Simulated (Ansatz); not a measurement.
This was printed by a script on Ansatz 0.2.0 through its Python package, for a calculation of the elastic constants of TaBeB, space group P-6m2. What did the script look like? Use: LDA, PAW, the default cutoff (420 eV here), 15×15×13 k-points, Gaussian smearing of 0.15 eV.

```
Ta Be B
1.0
     3.24990    0.00000    0.00000
    -1.62495    2.81450    0.00000
     0.00000    0.00000    3.24610
Ta Be B
1 1 1
Direct
  0.33333 0.66667 0.00000
  0.66667 0.33333 0.50000
  0.00000 0.00000 0.50000
```

Output of `python elastic.py`:
```text
C11 = 501.0 GPa
C12 = 81.8 GPa
C13 = 109.7 GPa
C22 = 501.0 GPa
C23 = 109.7 GPa
C33 = 470.4 GPa
C44 = 255.8 GPa
C55 = 255.8 GPa
C66 = 209.6 GPa
smallest eigenvalue of C: 209.6 GPa; tensor positive definite: True
k_voigt_gpa      230.542
k_reuss_gpa      230.540
k_hill_gpa       230.541
g_voigt_gpa      222.315
g_reuss_gpa      218.420
g_hill_gpa       220.368
youngs_gpa       501.358
poisson            0.138
```

The script that was run (others could print the same):

The script, `elastic.py`:
```python
import warnings

import ansatz as az
import numpy as np

warnings.simplefilter("ignore", az.DeckWarning)

vectors = np.array([
    [3.249904, 0.0, 0.0],
    [-1.624952, 2.8145, 0.0],
    [0.0, 0.0, 3.246103],
])
tabeb = (
    az.Lattice.of(vectors)
    .atom("Ta", (1 / 3, 2 / 3, 0.0))
    .atom("Be", (2 / 3, 1 / 3, 0.5))
    .atom("B", (0.0, 0.0, 0.5))
)

job = (
    tabeb.calculation()
    .scf(tolerance=1e-08)
    .occupations("Gaussian", width=0.15)
    .functional("lda")
    .mixing("msr1")
    .kpoints(15, 15, 13)
)
out = job.elastic(az.ElasticMode.RELAXED_ION).run(threads=1, backend="cpu")
elastic = out.elastic

C = np.asarray(elastic.c_gpa)
for i in range(6):
    for j in range(i, 6):
        if abs(C[i, j]) > 0.05:
            print(f"C{i + 1}{j + 1} = {C[i, j]:.1f} GPa")
print("smallest eigenvalue of C:", round(elastic.stability.min_eigenvalue_gpa, 1), "GPa; tensor positive definite:", elastic.stability.min_eigenvalue_gpa > 0)
if elastic.stability.min_eigenvalue_gpa > 0:
    for name, value in elastic.moduli.to_plain().items():
        print(f"{name:14s} {value:9.3f}")
```

These settings explore the input space; cutoff and mesh may be short of convergence. Spin is left out of this run. The cell isn't relaxed first, so the values belong to this volume. A positive definite tensor excludes instabilities under uniform strain alone; phonons elsewhere in the zone can still be imaginary. The program warned that this SCF threshold is loose for forces or stresses. Spin-orbit coupling, which matters for elements this heavy, is left out. The structure comes from a database of computed cells and needn't be a stable or known phase. Shear constants of a metal converge slowly with the k-point mesh and can be wrong in sign on a coarse one; the constants belong to the cell that was strained. The script silences the warnings on its input, which a real study should read. Run time: 7 min on 1 thread of Arm Neoverse V2 (shared host), peak memory 0.73 GiB.
